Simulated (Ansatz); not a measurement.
# Te2Mo: the cost of one run

Method: DFT r2SCAN, scalar-relativistic, plane waves, PAW, in Ansatz 0.2.0.

2 further runs of the same task are left out: 2 that didn't finish.

### 1 The system as given

Symmetry: P6_3/mmc, No. 194, hexagonal system. The conventional cell has a = 3.518 Å, b = 3.518 Å, c = 13.974 Å, α = 90.00°, β = 90.00°, γ = 120.00°. Around Te (site symmetry 3m) lie 3 Mo at 2.72 Å. Around Mo (site symmetry -6m2) lie 6 Te at 2.72 Å.

Coordinates:

```xyz
6
Lattice="3.5182 0.0000 0.0000 -1.7591 3.0469 0.0000 0.0000 0.0000 13.9736" Properties=species:S:1:pos:R:3 pbc="T T T"
Te    0.0000    2.0312    8.6776
Te    1.7591    1.0156    1.6908
Te    0.0000    2.0312   12.2828
Te    1.7591    1.0156    5.2960
Mo    0.0000    2.0312    3.4934
Mo    1.7591    1.0156   10.4802
```

The structure comes from the Crystallography Open Database.

(A quick probe on a coarse mesh, which set the mesh and smearing, is not shown.)

### 3 The relaxation

File input.yaml:

```yaml
crystal:
  lattice:
    - [3.5182, 0.0, 0.0]
    - [-1.7591, 3.0468505756, 0.0]
    - [0.0, 0.0, 13.9736]
  atoms:
    - { symbol: Te, position: [0.3333333333, 0.6666666667, 0.621] }
    - { symbol: Te, position: [0.6666666667, 0.3333333333, 0.121] }
    - { symbol: Te, position: [0.3333333333, 0.6666666667, 0.879] }
    - { symbol: Te, position: [0.6666666667, 0.3333333333, 0.379] }
    - { symbol: Mo, position: [0.3333333333, 0.6666666667, 0.25] }
    - { symbol: Mo, position: [0.6666666667, 0.3333333333, 0.75] }
basis:
  ecutwfc: 500
kpoints:
  mp_grid: { grid: [12, 12, 2] }
hamiltonian:
  xc: r2scan
scf:
  occupations: { method: gaussian, width: 0.02 }
output:
  forces: true
  stress: true
  eigenvalues: true
relax:
  adjacent_minimum: "off"
  f_tol: 0.005
  max_steps: 80
  cell: { stress_tol: 0.05 }
```

The run is started by

```sh
ansatz run input.yaml --threads 2 --pin off --max-ram 5120MiB --backend cpu --events-out ev --progress --plain --runs-dir out
```

**Question.** How long does this run take on 2 threads of Intel Xeon Platinum 8488C (Sapphire Rapids), shared host, and how much memory does it need?

About 81 s, with a peak of 1 GiB.
